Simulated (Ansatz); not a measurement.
Runs of Ansatz 0.2.0 on CS2. It takes space group Cmce (No. 64, orthorhombic). The conventional cell has a = 7.292 Å, b = 5.989 Å, c = 9.851 Å, α = 90.00°, β = 90.00°, γ = 90.00°. S (site symmetry m) has 1 C at 1.56 Å as nearest neighbours. Around C (site symmetry 2/m) lie 2 S at 1.56 Å. The cell comes from a database or a generator and needn't be the stable form of this composition.

```csv
cell,target pressure (GPa),gap on the mesh (eV),pressure (GPa)
relaxed to 20 GPa,20,none,20.0
relaxed to 5 GPa,5,1.65,5.0
relaxed,0,(a),0.0
relaxed to 10 GPa,10,0.97,10.0
relaxed to 30 GPa,30,none,30.0
relaxed to 2 GPa,2,2.20,2.0
```

Alike in all rows: task relaxation of cell and atoms; level PBEsol; potentials or basis Ansatz PAW; no spin polarisation; k mesh 6 × 6 × 3; cutoff (eV) 420; smearing fermi-dirac 0.05 eV.

Problem. Fill in the values left out.

Solution. (a) 2.91.

Caveats: the plane-wave basis is chosen anew once the cell has moved, so the energies of steps on either side of that aren't comparable; the PAW data sets come from PBE, with cores solved anew for the run's functional, which leaves a small shift of forces and pressure; odd divisions of the mesh miss points on the zone boundary, where band edges often lie, so the gap on the mesh can be too wide (some runs).

A k mesh can miss the band edges.

A gap of «none» marks a metal or a gap under the smearing width.
